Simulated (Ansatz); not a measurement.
# Rb2Os: the cost of one run

Method: DFT PBE, scalar-relativistic, plane waves, PAW, in Ansatz 0.2.0.

## (1) The starting structure

It takes space group P-3m1 (No. 164, trigonal). The conventional cell has a = 4.747 Å, b = 4.747 Å, c = 9.808 Å, α = 90.00°, β = 90.00°, γ = 120.00°. Rb (site symmetry 3m) has 3 Os at 3.92 Å as nearest neighbours. Around Os (site symmetry -3m) lie 6 Rb at 3.92 Å.

Coordinates:

```cif
data_structure
_symmetry_space_group_name_H-M 'P-3m1'
_symmetry_Int_Tables_number 164
_cell_length_a 4.7468
_cell_length_b 4.7468
_cell_length_c 9.8084
_cell_angle_alpha 90.000
_cell_angle_beta 90.000
_cell_angle_gamma 120.000
_cell_volume 191.39
loop_
_atom_site_label
_atom_site_type_symbol
_atom_site_symmetry_multiplicity
_atom_site_Wyckoff_symbol
_atom_site_fract_x
_atom_site_fract_y
_atom_site_fract_z
_atom_site_occupancy
Rb1 Rb 2 d 0.33333 0.66667 0.28516 1
Os1 Os 1 a 0.00000 0.00000 0.00000 1
```

A structure generator made this guess: close-packed layers stacked ABC|A (P-3m1, No. 164). Lengths come from tabulated atomic sizes and are only a guess.

## (2) The guess as it stands, on a coarse mesh

Contents of input.yaml:

```yaml
crystal:
  lattice:
    - [4.74675294, 0.0, 0.0]
    - [-2.37337647, 4.11080863, 0.0]
    - [0.0, 0.0, 9.80844043]
  atoms:
    - { symbol: Rb, position: [0.33333333, 0.66666667, 0.28516442] }
    - { symbol: Rb, position: [0.66666667, 0.33333333, 0.71483558] }
    - { symbol: Os, position: [0.0, 0.0, 0.0] }
basis:
  ecutwfc: 420
kpoints:
  mp_grid: { grid: [6, 6, 2] }
hamiltonian:
  xc: pbe
scf:
  occupations: { method: gaussian, width: 0.1 }
  lower_state_search: "off"
output:
  forces: true
  stress: true
  eigenvalues: true
```

Started as:

```sh
$ ansatz run input.yaml --threads 1 --pin off --max-ram 2048MiB --backend cpu --events-out ev --progress --plain --runs-dir out
```

Q: Estimate wall time and peak memory on 1 thread of Intel Xeon Platinum 8375C at 2.90GHz (Ice Lake), shared host.

About 3.1 s, with a peak of 0.44 GiB.
